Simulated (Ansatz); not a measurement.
# Sr2YbSb: the cost of one run

Computed with Ansatz 0.2.0 (DFT PBE, scalar-relativistic, plane waves, PAW, unless a step's input says otherwise).

## 1. Starting point

The structure is hexagonal, space group P6/mmm (No. 191). Conventional cell: a = 5.104 Å, b = 5.104 Å, c = 5.832 Å, α = 90.00°, β = 90.00°, γ = 120.00°. Around Sr (site symmetry -6m2) lie 3 Sr at 2.95 Å and 3 Sb at 2.95 Å. Yb (site symmetry 6/mmm) is surrounded by 2 Sb at 2.92 Å. Around Sb (site symmetry 6/mmm) lie 2 Yb at 2.92 Å and 6 Sr at 2.95 Å.

As a file:

```
CELL_PARAMETERS angstrom
5.10370 0.00000 0.00000
-2.55185 4.41993 0.00000
0.00000 0.00000 5.83165
ATOMIC_POSITIONS crystal
Sr 0.33333 0.66667 0.50000
Sr 0.66667 0.33333 0.50000
Yb 0.00000 0.00000 0.00000
Sb 0.00000 0.00000 0.50000
```

Recipe of the guess: random cell by space group and Wyckoff sites (P6/mmm, No. 191). Its size is a rough estimate.

## 2. The guess as it stands, on a coarse mesh

input.yaml

```yaml
crystal:
  lattice:
    - [5.10370065, 0.0, 0.0]
    - [-2.55185033, 4.41993442, 0.0]
    - [0.0, 0.0, 5.83164669]
  atoms:
    - { symbol: Sr, position: [0.33333333, 0.66666667, 0.5] }
    - { symbol: Sr, position: [0.66666667, 0.33333333, 0.5] }
    - { symbol: Yb, position: [0.0, 0.0, 0.0] }
    - { symbol: Sb, position: [0.0, 0.0, 0.5] }
basis:
  ecutwfc: 420
kpoints:
  mp_grid: { grid: [6, 6, 4] }
hamiltonian:
  xc: pbe
scf:
  occupations: { method: gaussian, width: 0.1 }
  lower_state_search: "off"
output:
  forces: true
  stress: true
  eigenvalues: true
```

Started as:

```sh
$ ansatz run input.yaml --threads 1 --pin off --max-ram 2560MiB --backend cpu --events-out ev --progress --plain --runs-dir out
```

Q: Estimate wall time and peak memory on 1 thread of Intel Xeon 6975P-C (Granite Rapids), shared host.

About 4.1 s, with a peak of 0.45 GiB.
